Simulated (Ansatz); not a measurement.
# SrAs2Ru2: properties at the relaxed cell

An exercise on one series of results from a longer session: the logs are not shown, and one member is left open.

Program: Ansatz 0.2.0. Level of theory: DFT PBEsol, scalar-relativistic, plane waves, PAW. These are calculated values, not measurements.

1 further run of the same task is left out (set aside as unsound or not needed). Runs told in other sessions of the task aren't counted.

### The system as given

Symmetry: I4/mmm, No. 139, tetragonal system. Conventional cell: a = 4.166 Å, b = 4.166 Å, c = 10.956 Å, α = 90.00°, β = 90.00°, γ = 90.00°. Around Sr (site symmetry 4/mmm) lie 8 As at 3.32 Å and 8 Ru at 3.44 Å. As (site symmetry 4mm) is surrounded by 4 Ru at 2.41 Å and 4 Sr at 3.32 Å. Ru (site symmetry -4m2) has 4 As at 2.41 Å in its first shell of neighbours.

Coordinates:

```
Sr As Ru
1.0
    -2.08321    2.08321    5.47814
     2.08321   -2.08321    5.47814
     2.08321    2.08321   -5.47814
Sr As Ru
1 2 2
Direct
  0.00000 0.00000 0.00000
  0.63931 0.63931 0.00000
  0.36069 0.36069 0.00000
  0.25000 0.75000 0.50000
  0.75000 0.25000 0.50000
```

It goes back to an entry of the Materials Project.

This cell was relaxed beforehand with the same method: volume 19.02 Å³/atom, gap on the mesh none (metal).

The first run:

input.yaml

```yaml
crystal:
  lattice:
    - [-2.0621694447, 2.0621694447, 5.4228029324]
    - [2.0621694447, -2.0621694447, 5.4228029324]
    - [2.0621694447, 2.0621694447, -5.4228029324]
  atoms:
    - { symbol: Sr, position: [0.0, 0.0, 0.0] }
    - { symbol: As, position: [0.6393078044, 0.6393078044, 0.0] }
    - { symbol: As, position: [0.3606921956, 0.3606921956, 0.0] }
    - { symbol: Ru, position: [0.25, 0.75, 0.5] }
    - { symbol: Ru, position: [0.75, 0.25, 0.5] }
basis:
  ecutwfc: 420
kpoints:
  mp_grid: { grid: [12, 12, 12] }
hamiltonian:
  xc: pbesol
scf:
  occupations: { method: gaussian, width: 0.1 }
output:
  forces: true
  stress: true
  eigenvalues: true
relax:
  adjacent_minimum: "off"
  f_tol: 0.01
  max_steps: 30
  cell: { stress_tol: 0.1, fix: [volume] }
```

Launch:

```bash
$ ansatz run input.yaml --threads 2 --pin off --max-ram 5120MiB --backend cpu --events-out ev --progress --plain --runs-dir out
```

Steps of the session up to this table: The cell scaled to 0.97 of its volume; Volume × 1.03; Point at V/V0 = 0.94; Point at V/V0 = 1.06; Point at V/V0 = 0.91; Volume × 1.10; Volume × 0.88.

One of the session's tables, all rows but one given; the rest of the session is left out.

It belongs to the step «Fit of the equation of state». 

```
volume (Å³/atom)  energy above the lowest point (meV/atom)  pressure (GPa)
          16.737                                      84.4           14.64
          17.307                                      42.0            9.37
          17.878                                      16.3            5.23
          18.449                                         ?               ?
          19.019                                       0.0           -0.01
          19.590                                       3.2           -1.79
          20.160                                      12.8           -3.63
          20.921                                      35.1           -5.75
```

Q: Estimate the row for volume (Å³/atom) = 18.449 from the others.

Worked estimate for «energy above the lowest point (meV/atom)». A straight line through the neighbours (17.878, 16.3) and (19.019, 0.0) gives 16.3 + (0.0 − 16.3) × (18.449 − 17.878) / (19.019 − 17.878) = 8.1; a parabola fitted to 4 rows on both sides gives 3.3.

**Answer.** energy above the lowest point (meV/atom): 3.5; pressure (GPa): 2.11. In «energy above the lowest point (meV/atom)» the line misses by +4.6 and the parabola by -0.2.
